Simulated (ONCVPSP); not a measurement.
# Pseudopotential generation for chlorine: ONCV, LDA (Perdew-Wang 92)

Aim: build the potential from the settings below, then test how well it stands in for the atom: other configurations, scattering, ghost states and the plane-wave cutoff that it needs.

Program: ONCVPSP 4.0.1.1 (patched build). Reference atom: LDA (Perdew-Wang 92), scalar-relativistic, spherical and spin-unpolarised. All values are calculated.

**1. The design**

The settings as typed:

```json
{
 "element": "chlorine (Cl, Z = 17)",
 "type": "optimised norm-conserving Vanderbilt (ONCV)",
 "frozen core": "[Ne]",
 "valence charge": "7",
 "reference configuration": "3s2 3p4.75 (charge +0.25)",
 "partial waves": "3s: rc 1.05 bohr, ncon 4, nbas 8, qcut 5.5 1/bohr, 2 projectors, debl 1.5 Ha; 3p: rc 1.00 bohr, ncon 4, nbas 8, qcut 9.5 1/bohr, 2 projectors, debl 2.9 Ha; d scattering state at 0.45 Ha: rc 1.00 bohr, ncon 4, nbas 9, qcut 8.5 1/bohr, 3 projectors, debl 3.9 Ha",
 "local potential": "polynomial inside 0.80 bohr (lpopt 5, dvloc0 0 Ha)",
 "core correction": "Teter function, parameters optimised by the program"
}
```

An earlier all-electron run gives the scale for the radii.

All-electron outer shells of the reference configuration (LDA (PZ), scalar-relativistic, ld1.x):

```
shell  level (eV)  outermost node (bohr)  outermost maximum (bohr)
   2s     -254.70                   0.12                      0.36
   2p     -194.61                      –                      0.30
   3s      -23.38                   0.56                      1.27
   3p      -11.25                   0.53                      1.41
```

**2. The generation run**

Input file Cl.dat:

```
# ATOM AND REFERENCE CONFIGURATION
# atsym  z   nc   nv     iexc    psfile
  Cl 17.00    3    2  -001012      upf
#
#   n    l    f
    1    0    2.00
    2    0    2.00
    2    1    6.00
    3    0    2.00
    3    1    4.75
#
# PSEUDOPOTENTIAL AND OPTIMIZATION
# lmax
    2
#
#   l,   rc,      ep,       ncon, nbas, qcut
    0    1.05    0.00    4    8    5.50
    1    1.00    0.00    4    8    9.50
    2    1.00    0.45    4    9    8.50
#
# LOCAL POTENTIAL
# lloc, lpopt,  rc(5),   dvloc0
    4    5    0.80    0.00
#
# VANDERBILT-KLEINMAN-BYLANDER PROJECTORs
# l, nproj, debl
    0    2    1.50
    1    2    2.90
    2    3    3.90
#
# MODEL CORE CHARGE
# icmod, fcfact, rcfact
    4    0.45    0.00
#
# LOG DERIVATIVE ANALYSIS
# epsh1, epsh2, depsh
   -2.00    5.00    0.02
#
# OUTPUT GRID
# rlmax, drl
    6.00    0.01
#
# TEST CONFIGURATIONS
# ncnf
    4
# nvcnf
#   n    l    f
    2
    3    0    2.00
    3    1    5.00
#
    2
    3    0    2.00
    3    1    4.00
#
    2
    3    0    2.00
    3    1    3.00
#
    2
    3    0    2.00
    3    1    4.50
#
```

Started as:

```sh
oncvpsp.x < Cl.dat > Cl.out
```

Before running it: what results should come out? Wanted: cutoffs for 1 and 0.1 mHa per electron, occupied waves; bound ghosts; GHOST(+) flags; largest test error; largest phase difference near zero energy, channels read; rms error of d²Exc/dn², without and with the model core.

As calculated:

| quantity | value |
| --- | --- |
| cutoffs for 1 and 0.1 mHa per electron, occupied waves | 66 Ha and 193 Ha |
| bound ghosts | s at -239.37 eV, p at -138.03 eV, d at -4687.44 eV |
| GHOST(+) flags | d at 5342 eV |
| largest test error (AE − PS) | -0.5 meV, for 3s2 3p4 |
| largest phase difference near zero energy, channels read | 0.000 rad |
| rms error of d²Exc/dn², without and with the model core | 3.41 and 0.05 mHa |

**Reading.** It has a bound ghost (s, p, d), a state that the atom doesn't have, and that rules the file out. By total energies transferability is very good: the largest error is 0.5 meV on 11.5 eV, for 3s2 3p4. Atomic tests can pass in spite of a ghost, since they solve only for the levels asked. By its cutoff, 66 Ha for the looser tolerance, it is very hard. The tighter tolerance needs 193 Ha, and converged work needs a cutoff nearer that. At the looser tolerance the 3s wave is the slowest; 3p needs 50 Ha. Near zero energy the phases of the channels with partial waves agree within 0.001 rad. The program also flags highly localised states, GHOST(+) (d).
